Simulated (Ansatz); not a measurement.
# ClFH₄OSi₂: up Jacob's ladder to CCSD(T)

One table from this session's results is given with a row withheld; the runs are named, their logs left out.

Program: Ansatz 0.2.0, Gaussian basis. Level of theory: functionals in def2-TZVPP, the program's frozen cores in correlated methods. These are calculated values, not measurements.

The runs, in order: LDA (SPW92), PBE-D4, revPBE-D4, BLYP-D4, r2SCAN-D4, B97M-V, PBE0-D4, B3LYP-D4, r2SCANh-D4, r2SCAN0-D4, HSE06-D4, BHLYP-D4, CAM-B3LYP-D4, LC-ωPBE, ωB97X-V, ωB97M-V, B2PLYP, PBE-QIDH; CCSD(T)/def2-SVP; CCSD(T)/def2-TZVPP; MP2/def2-QZVPP; extrapolation to the limit; RPA on PBE.

### The relaxed structure

The geometry comes from an earlier relaxation with PBE0-D4 in a triple-zeta def2 set; it is a stationary point, not always the lowest conformer.

SMILES `O[Si](F)([SiH3])Cl`, 9 atoms, charge 0, spin multiplicity 1.

Atoms are counted from 1 here; the program's logs count them from 0.

Bond lengths: O1–Si2 1.624 Å, O1–H6 0.960 Å, Si2–F3 1.594 Å, Si2–Si4 2.329 Å, Si2–Cl5 2.053 Å, Si4–H7 1.484 Å, Si4–H8 1.485 Å, Si4–H9 1.485 Å. Angles: Si2–O1–H6 119.7°, O1–Si2–F3 110.0°, O1–Si2–Si4 109.3°, O1–Si2–Cl5 110.0°, F3–Si2–Si4 110.8°, F3–Si2–Cl5 105.1°, Si4–Si2–Cl5 111.5°, Si2–Si4–H7 108.7°, Si2–Si4–H8 108.6°, Si2–Si4–H9 109.8°, H7–Si4–H8 109.8°, H7–Si4–H9 110.0°, H8–Si4–H9 109.8°.

The first run:

File in.yaml:

```yaml
crystal:
  periodic: [false, false, false]
  atoms:
    - {symbol: O, position_ang: [-0.503401, 1.851621, -0.195024]}
    - {symbol: Si, position_ang: [0.340569, 0.517999, -0.578330]}
    - {symbol: F, position_ang: [1.902216, 0.836235, -0.556258]}
    - {symbol: Si, position_ang: [-0.178706, -1.180553, 0.928347]}
    - {symbol: Cl, position_ang: [-0.065660, -0.039600, -2.511986]}
    - {symbol: H, position_ang: [-0.543352, 2.583156, -0.814900]}
    - {symbol: H, position_ang: [-1.623025, -1.501080, 0.806451]}
    - {symbol: H, position_ang: [0.632897, -2.377617, 0.592380]}
    - {symbol: H, position_ang: [0.127061, -0.736464, 2.312220]}
basis:
  gaussian: {orbitals: def2-TZVPP}
hamiltonian: {xc: lda}
output: {orbitals: {seedname: orbitals}}
```

On the command line:

```
$ ansatz run in.yaml --threads 4 --pin off --events-out ev --progress --plain --max-ram 10444MiB
```

Steps of the session up to this table: LDA; PBE-D4 (GGA); revPBE-D4 (GGA); BLYP-D4 (GGA); r2SCAN-D4 (meta-GGA); B97M-V (meta-GGA); B3LYP-D4 (hybrid); r2SCANh-D4 (hybrid); r2SCAN0-D4 (hybrid); HSE06-D4 (hybrid); BHLYP-D4 (hybrid); CAM-B3LYP-D4 (range-separated); LC-ωPBE (range-separated); ωB97X-V (range-separated); ωB97M-V (range-separated); B2PLYP (double hybrid); PBE-QIDH (double hybrid).

One table of the session follows, with a row left open; its other results are not shown here.

It belongs to the step «Frontier levels by functional». 

```
  functional  HOMO (eV)  gap (eV)
 LDA (SPW92)      -7.61      6.41
      PBE-D4      -7.50      6.49
   revPBE-D4      -7.45      6.53
     BLYP-D4      -7.37      6.52
   r2SCAN-D4      -7.81      7.09
      B97M-V      -7.91      6.98
     PBE0-D4          ?         ?
    B3LYP-D4      -8.53      8.20
  r2SCANh-D4      -8.26      7.84
  r2SCAN0-D4      -8.94      8.96
    HSE06-D4      -8.35      7.83
    BHLYP-D4      -9.89     10.68
CAM-B3LYP-D4     -10.06     10.99
     LC-ωPBE     -11.37     13.45
     ωB97X-V     -11.05     12.99
     ωB97M-V     -10.80     12.45
```

Q: Estimate the row for PBE0-D4 from the others.

The run gave: HOMO (eV): -8.74; gap (eV): 8.60. In the column «HOMO (eV)» it lies between r2SCAN0-D4 (-8.94) and B3LYP-D4 (-8.53).
